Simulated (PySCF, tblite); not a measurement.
# BH8NSi2− (doublet): geometry, infrared bands and EPR parameters

Wanted: the infrared bands and EPR parameters of BH8NSi2− (doublet) (`[BH2-]N([SiH3])[SiH3]`), by calculation.

The runs use tblite 0.8.0 and PySCF 2.14.0, with density-fitted response routines of our own; the level of theory stands in each step. All values are computed, except where a source is named. Atoms are numbered from 0 throughout.

**1. The molecule as given**

12 atoms, charge -1, multiplicity 2; geometry from: force field or distance geometry start.

Bonds of the start (Å): B0–N1 1.53, N1–Si2 1.81, N1–Si3 1.79, B0–H4 1.19, B0–H5 1.21, Si2–H6 1.46, Si2–H7 1.47, Si2–H8 1.47, Si3–H9 1.47, Si3–H10 1.47, Si3–H11 1.49.

**2. Geometry optimisation with GFN2-xTB**

Job settings and geometry (Å):

```
{"job": {"kind": "relax", "xc": "GFN2-xTB", "basis": "xTB"}, "charge": -1, "multiplicity": 2}
B     -0.004600     1.615300    -0.316500
N     -0.166900     0.361000     0.538700
Si     1.412700    -0.524200     0.521600
Si    -1.374200    -0.702400    -0.245100
H      0.807600     2.342000     0.162900
H     -1.049600     2.216700    -0.350900
H      1.286600    -1.765500     1.284100
H      2.454600     0.319000     1.134500
H      1.789800    -0.839200    -0.866900
H     -2.684400    -0.036500    -0.259500
H     -0.963500    -1.024900    -1.616000
H     -1.506900    -1.962000     0.531400
```

Started as:

```
OMP_NUM_THREADS=1 python probes_run.py task.json out
```

One launch serves the whole session: the jobs run in the order shown.

**Question.** This job is followed by: GFN2-xTB harmonic vibrations, gas phase; UKS B3LYP, pcH-1 on B H N Si, non-relativistic, mean-field spin-orbit, GIAO. What will the session give for the following? strongest single infrared mode (GFN2-xTB); zero-point energy (GFN2-xTB); g(iso) (B3LYP); ⟨S²⟩; largest a(iso) (averaged by class).

As calculated:

| quantity | value |
| --- | --- |
| strongest single infrared mode (GFN2-xTB) | 2054 cm⁻¹, 1112 km/mol |
| zero-point energy (GFN2-xTB) | 42.2 kcal/mol |
| g(iso) (B3LYP) | 2.00289 |
| ⟨S²⟩ | 0.753 (exact 0.75) |
| largest a(iso) (averaged by class) | 29Si on Si2, Si3, -77.3 MHz |

The optimisation took 44 steps and gained 0.975 eV; among the close pairs (by a distance rule), B0–N1 changed most, from 1.527 to 1.398 Å. All 30 modes are real, so the xTB geometry is a minimum. The strongest single mode, at 2054 cm⁻¹, moves mainly H6 and H11. Unscaled tight-binding wavenumbers are off by several per cent, some by more. Its intensities can rank the bands wrongly. The largest spin populations lie on B0 (0.35 e), Si2 (0.27 e), Si3 (0.27 e). The isotropic g lies 0.6 ppt above the free-electron value. The records flag this anion as possibly unbound in the gas phase, so the basis may hold the extra electron. The conformer search (at its own cheap level) found a structure 5.7 kcal/mol lower, so these spectra needn't be the molecule's.
